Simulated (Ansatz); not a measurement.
# CHOSe radical (SMILES O=[C][SeH]): one structure at several levels

An exercise on one series of results from a longer session: the logs are not shown, and one member is left open.

Method: single points in def2-TZVPP; program: Ansatz 0.2.0, Gaussian basis.

Cores are frozen in the correlated methods. Filled d shells of the heavier atoms are correlated. Orbitals are unrestricted. B3LYP uses VWN-RPA correlation.

## The starting structure

SMILES `O=[C][SeH]`, 4 atoms, charge 0, spin multiplicity 2.

Atoms are counted from 1 here; the program's logs count them from 0.

Bond lengths: O1–C2 1.169 Å, C2–Se3 1.878 Å, Se3–H4 1.448 Å. Angles: O1–C2–Se3 133.1°, C2–Se3–H4 91.2°.

Coordinates:

```
O    -0.6653   -0.0170    1.7183
C    -0.2995    0.2702    0.6457
Se    0.4235   -0.7258   -0.7727
H     0.5456    0.4646   -1.5873
```

The first run:

run/in.yaml

```yaml
crystal:
  periodic: [false, false, false]
  atoms:
    - {symbol: O, position_ang: [-0.665300, -0.017000, 1.718300]}
    - {symbol: C, position_ang: [-0.299500, 0.270200, 0.645700]}
    - {symbol: Se, position_ang: [0.423500, -0.725800, -0.772700]}
    - {symbol: H, position_ang: [0.545600, 0.464600, -1.587300]}
basis:
  gaussian: {orbitals: def2-TZVPP}
magnetization: {spin_polarized: true, initial_magnetization: 1}
correlation: {method: ccsd_t}
scf: {omitted_lower_state_checks: [cluster_reference]}
output: {forces: true}
```

The command line of these runs was not kept.

Among the steps run: CCSD(T)/def2-TZVPP; PBE0-D4/def2-TZVPP; wB97M-V/def2-TZVPP; r2SCAN-D4/def2-TZVPP; PBE-D4/def2-TZVPP; B3LYP-D4/def2-TZVPP; BLYP-D4/def2-TZVPP.

One of the session's tables, all rows but one given; the rest of the session is left out.

```
   method  RMS force component (eV/Å)  angle to CCSD(T) forces (°)  dipole (D)
  CCSD(T)                       0.626                    reference        1.83
  PBE0-D4                       0.541                         35.6        2.01
  wB97M-V                       0.647                         34.7        1.98
r2SCAN-D4                       0.528                         13.2        1.95
   PBE-D4                       0.711                         23.1        1.86
 B3LYP-D4                           ?                            ?           ?
  BLYP-D4                       0.825                         18.1        1.88
```

Estimate the missing values for B3LYP-D4.

As computed: RMS force component (eV/Å): 0.631; angle to CCSD(T) forces (°): 24.5; dipole (D): 2.02. In the column «RMS force component (eV/Å)» it lies between CCSD(T) (0.626) and wB97M-V (0.647).
